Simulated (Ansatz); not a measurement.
# GeCl₃+ (singlet): from Hartree-Fock to the top rungs, cc-pVDZ

How much of the correlation energy of GeCl₃+ (singlet) does each wave-function method recover here?

Computed with Ansatz 0.2.0, Gaussian basis. Level: cc-pVDZ, core rule «outside noble gas», up to 29 orbitals frozen.

Plan: UHF; CCSD(T) on RHF; BCCD(T) on RHF; CISD; CCSDT(Q) on RHF; CASSCF and NEVPT2, 18 electrons in 13 orbitals.

11 further runs of the same task are left out: 9 that didn't finish, 2 set aside as unsound or not needed.

## (1) The system

The geometry is a PBE0/def2-TZVP stationary point (not a proven minimum) of the parent state, kept for this charge and spin. No spin-orbit coupling is included. The filled d shell of Ge may be among the frozen orbitals whatever the setting's name suggests; the logs give the count.

4 atoms, charge 1, spin multiplicity 1.

Atoms are counted from 1 here; the program's logs count them from 0.

Bond lengths: Ge1–Cl2 2.149 Å, Ge1–Cl3 2.149 Å, Ge1–Cl4 2.149 Å. Angles: Cl2–Ge1–Cl3 108.7°, Cl2–Ge1–Cl4 108.7°, Cl3–Ge1–Cl4 108.7°.

## (2) UHF

The input, in.yaml:

```yaml
crystal:
  periodic: [false, false, false]
  atoms:
    - {symbol: Ge, position_ang: [0.000872, -0.000283, -0.441620]}
    - {symbol: Cl, position_ang: [2.016140, 0.012892, 0.305589]}
    - {symbol: Cl, position_ang: [-1.019959, 1.740392, 0.298484]}
    - {symbol: Cl, position_ang: [-0.997969, -1.752704, 0.300767]}
basis:
  gaussian: {orbitals: cc-pVDZ}
total_charge: 1
magnetization: {spin_polarized: true, initial_magnetization: 0}
hamiltonian: {xc: hf}
output: {orbitals: {seedname: orbitals}}
```

Run with:

```console
> ansatz run in.yaml --threads 1 --pin off --events-out ev --progress --plain --max-ram 4096MiB --backend cpu
```

The runs that follow: CCSD(T) on RHF; BCCD(T) on RHF; CISD; CCSDT(Q) on RHF; CASSCF and NEVPT2, 18 electrons in 13 orbitals.

Q: Predict the results of all the runs planned. Wanted: RCCSDT(Q) below the RHF energy; RMP2 from RCCSDT(Q); RCCSD from RCCSDT(Q); RCCSD(T) from RCCSDT(Q); NEVPT2 valence from RCCSDT(Q); T1 diagnostic; effectively unpaired electrons.

**Answer**, as computed:

```
                         quantity          value
   RCCSDT(Q) below the RHF energy    -14.6855 eV
              RMP2 from RCCSDT(Q)  +150.3 kJ/mol
             RCCSD from RCCSDT(Q)   +52.9 kJ/mol
          RCCSD(T) from RCCSDT(Q)    +8.5 kJ/mol
    NEVPT2 valence from RCCSDT(Q)  +195.0 kJ/mol
levels within 1 kcal/mol (43 meV)           none
                    T1 diagnostic          0.019
   effectively unpaired electrons           0.06
```

In words: RCCSD(T) misses by +8.5 kJ/mol, 0.6 % of the correlation energy. One determinant dominates. These misses are within one basis, not against nature.
